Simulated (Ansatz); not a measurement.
# Cl2H2HfSe2: the cost of one run

Method: the settings change from run to run; program: Ansatz 0.2.0, Gaussian basis.

### Step 1. The geometry

The structure was relaxed beforehand with PBE0-D4 in a triple-zeta def2 set. Hf takes a core potential in def2 sets; no spin-orbit term is included.

SMILES `[Cl][Hf]([Cl])([SeH])[SeH]`, 7 atoms, charge 0, spin multiplicity 1.

Atoms are counted from 1 here; the program's logs count them from 0.

Bond lengths: Cl1–Hf2 2.327 Å, Hf2–Cl3 2.322 Å, Hf2–Se4 2.545 Å, Hf2–Se5 2.552 Å, Se4–H6 1.476 Å, Se5–H7 1.476 Å. Angles: Cl1–Hf2–Cl3 112.0°, Cl1–Hf2–Se4 111.7°, Cl1–Hf2–Se5 109.3°, Cl3–Hf2–Se4 108.6°, Cl3–Hf2–Se5 110.7°, Se4–Hf2–Se5 104.3°, Hf2–Se4–H6 86.2°, Hf2–Se5–H7 88.7°.

Geometry (Å):

```mol
Cl2H2HfSe2
  3D, bonds by distance, orders not assigned

  7  6  0  0  0  0  0  0  0  0999 V2000
   -2.1152   -0.9236    0.6410 Cl  0  0
    0.0357   -0.4519   -0.1108 Hf  0  0
    1.3466   -2.3632   -0.2538 Cl  0  0
    0.0074    0.6846   -2.3874 Se  0  0
    1.1134    1.2666    1.4374 Se  0  0
   -1.1887    1.4027   -1.9053 H   0  0
    0.8008    0.3849    2.5789 H   0  0
  1  2  8  0
  2  3  8  0
  2  4  8  0
  2  5  8  0
  4  6  8  0
  5  7  8  0
M  END
```

### Step 2. PBE/def2-TZVP

This run has multiplicity 3, coordinates scaled by 0.92, high accuracy.

Input file in.yaml:

```yaml
crystal:
  periodic: [false, false, false]
  atoms:
    - {symbol: Cl, position_ang: [-1.945966, -0.849744, 0.589720]}
    - {symbol: Hf, position_ang: [0.032802, -0.415746, -0.101905]}
    - {symbol: Cl, position_ang: [1.238910, -2.174179, -0.233516]}
    - {symbol: Se, position_ang: [0.006797, 0.629851, -2.196436]}
    - {symbol: Se, position_ang: [1.024339, 1.165247, 1.322376]}
    - {symbol: H, position_ang: [-1.093590, 1.290441, -1.752843]}
    - {symbol: H, position_ang: [0.736717, 0.354131, 2.372604]}
basis:
  gaussian: {orbitals: def2-TZVP}
magnetization: {spin_polarized: true, initial_magnetization: 2}
hamiltonian: {xc: {name: PBE}}
accuracy: high
```

Command:

```bash
$ ansatz run in.yaml --threads 4 --pin off --events-out ev --progress --plain --max-ram 11315MiB
```

Q: Estimate wall time and peak memory on 4 threads of Arm Neoverse V1, shared host.

About 66 s, with a peak of 1.5 GiB.
